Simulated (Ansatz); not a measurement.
# NiO: the cost of one run

Program: Ansatz 0.2.0. Level of theory: DFT r2SCAN, PAW, plane waves, scalar-relativistic. These are calculated values, not measurements.

## Step 1: Starting point

It takes space group Fm-3m (No. 225, cubic). Conventional cell: a = 4.172 Å, b = 4.172 Å, c = 4.172 Å, α = 90.00°, β = 90.00°, γ = 90.00°. Around Ni (site symmetry m-3m) lie 6 O at 2.09 Å. O (site symmetry m-3m) has 6 Ni at 2.09 Å as nearest neighbours.

Structure file:

```xyz
4
Lattice="2.9517 1.7042 4.8113 -1.4758 0.8521 2.4057 0.0000 -1.7042 2.4057" Properties=species:S:1:pos:R:3 pbc="T T T"
Ni    0.0000    0.0000    0.0000
Ni    1.4758    0.8521    2.4057
O     0.0000    0.0000    3.6085
O     1.4758    0.8521    6.0142
```

Atoms are counted from 1 in the order of input.yaml (O4 and so on).

Planned first: parallel moments, plain SCF; opposed moments +-, plain SCF; no spin polarisation; spin on, no moments given (the program may seed its own), plain SCF. Further starts follow from what these give.

“Plain SCF” means no search for lower states. Ends within 0.2 meV/atom and 0.1 μB count as one state.

The total moment includes the space between the atomic spheres.

## Step 2: Parallel moments, plain SCF

The input, input.yaml:

```yaml
crystal:
  lattice:
    - [2.95169689, 1.70416299, 4.81134]
    - [-1.47584844, 0.8520815, 2.40567]
    - [0.0, -1.70416299, 2.40567]
  atoms:
    - { symbol: Ni, position: [0.0, 0.0, 0.0], spin: 2.0 }
    - { symbol: Ni, position: [0.5, 0.0, 0.0], spin: 2.0 }
    - { symbol: O, position: [0.25, 0.5, 0.5] }
    - { symbol: O, position: [0.75, 0.5, 0.5] }
magnetization:
  spin_polarized: true
hamiltonian:
  xc: r2scan
  pseudopotentials: { kind: paw }
basis:
  ecutwfc: 500
kpoints:
  mp_grid: { grid: [4, 8, 8] }
scf:
  occupations: { method: fermi_dirac, width: 0.05 }
  lower_state_search: "off"
output:
  forces: true
  stress: true
  write_density: true
  write_potential: true
  elf: true
  volumetric_format: npy
```

The run is started by

```
$ ansatz run input.yaml --threads 2 --pin off --max-ram 5120MiB --backend cpu --events-out ev --progress --plain --runs-dir out
```

What time and memory should one allow on 2 threads of Arm Neoverse V2, shared host?

About 24 s, with a peak of 0.55 GiB.
